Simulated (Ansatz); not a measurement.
# AlH5OSi2: small, medium and large basis sets

The task here is to estimate one member of a computed series from the others.

Method: one geometry, several basis sets; program: Ansatz 0.2.0, Gaussian basis.

Plan: PBE0-D4/def2-SVP; ωB97M-V/def2-SVP; PBE0-D4/def2-QZVPP; ωB97M-V/def2-QZVPP; the functionals' def2-TZVPP values are taken from earlier runs.

## The relaxed structure

An earlier PBE0-D4 in a triple-zeta def2 set relaxation fixed the geometry.

SMILES `[SiH3][Al]1[O][SiH2]1`, 9 atoms, charge 0, spin multiplicity 1.

Atoms are counted from 1 here; the program's logs count them from 0.

Bond lengths: Si1–Al2 2.450 Å, Si1–H5 1.488 Å, Si1–H6 1.489 Å, Si1–H7 1.487 Å, Al2–O3 1.744 Å, Al2–Si4 2.280 Å, O3–Si4 1.688 Å, Si4–H8 1.490 Å, Si4–H9 1.490 Å. Angles: Al2–Si1–H5 109.6°, Al2–Si1–H6 109.4°, Al2–Si1–H7 111.5°, H5–Si1–H6 108.2°, H5–Si1–H7 109.0°, H6–Si1–H7 109.0°, Si1–Al2–O3 129.7°, Si1–Al2–Si4 177.0°, O3–Al2–Si4 47.3°, Al2–O3–Si4 83.2°, Al2–Si4–O3 49.5°, Al2–Si4–H8 126.2°, Al2–Si4–H9 126.3°, O3–Si4–H8 114.2°, O3–Si4–H9 114.2°, H8–Si4–H9 107.4°.

The first run:

Contents of in.yaml:

```yaml
crystal:
  periodic: [false, false, false]
  atoms:
    - {symbol: Si, position_ang: [-0.652872, 1.717149, -1.334657]}
    - {symbol: Al, position_ang: [-0.124859, -0.148912, 0.162821]}
    - {symbol: O, position_ang: [1.392711, -0.965349, 0.434276]}
    - {symbol: Si, position_ang: [0.478649, -1.877681, 1.520934]}
    - {symbol: H, position_ang: [-1.763793, 1.326677, -2.244903]}
    - {symbol: H, position_ang: [-1.100139, 2.886408, -0.529326]}
    - {symbol: H, position_ang: [0.526487, 2.112827, -2.150206]}
    - {symbol: H, position_ang: [0.403260, -3.327561, 1.186951]}
    - {symbol: H, position_ang: [0.928955, -1.769958, 2.936910]}
basis:
  gaussian: {orbitals: def2-SVP}
hamiltonian: {xc: pbe0, dispersion: d4}
output: {orbitals: {seedname: orbitals}}
```

Launch:

```console
> ansatz run in.yaml --threads 2 --pin off --events-out ev --progress --plain --max-ram 4352MiB
```

Steps of the session up to this table: PBE0-D4 in def2-SVP; ωB97M-V in def2-SVP; PBE0-D4 in def2-QZVPP; ωB97M-V in def2-QZVPP.

One of the session's tables, all rows but one given; the rest of the session is left out.

It belongs to the step «Functionals by basis». 

| functional | basis | HOMO (eV) | LUMO (eV) |
| --- | --- | --- | --- |
| PBE0-D4 | def2-SVP | -6.17 | -1.75 |
| PBE0-D4 | def2-TZVPP | -6.15 | -1.82 |
| PBE0-D4 | def2-QZVPP | -6.17 | -1.86 |
| ωB97M-V | def2-SVP | -8.05 | 0.03 |
| ωB97M-V | def2-TZVPP | ? | ? |
| ωB97M-V | def2-QZVPP | -8.08 | -0.23 |

**Question.** Estimate the row for ωB97M-V, def2-TZVPP.

**Answer.** HOMO (eV): -8.06; LUMO (eV): -0.11. In the column «HOMO (eV)» it lies between ωB97M-V, def2-QZVPP (-8.08) and ωB97M-V, def2-SVP (-8.05).
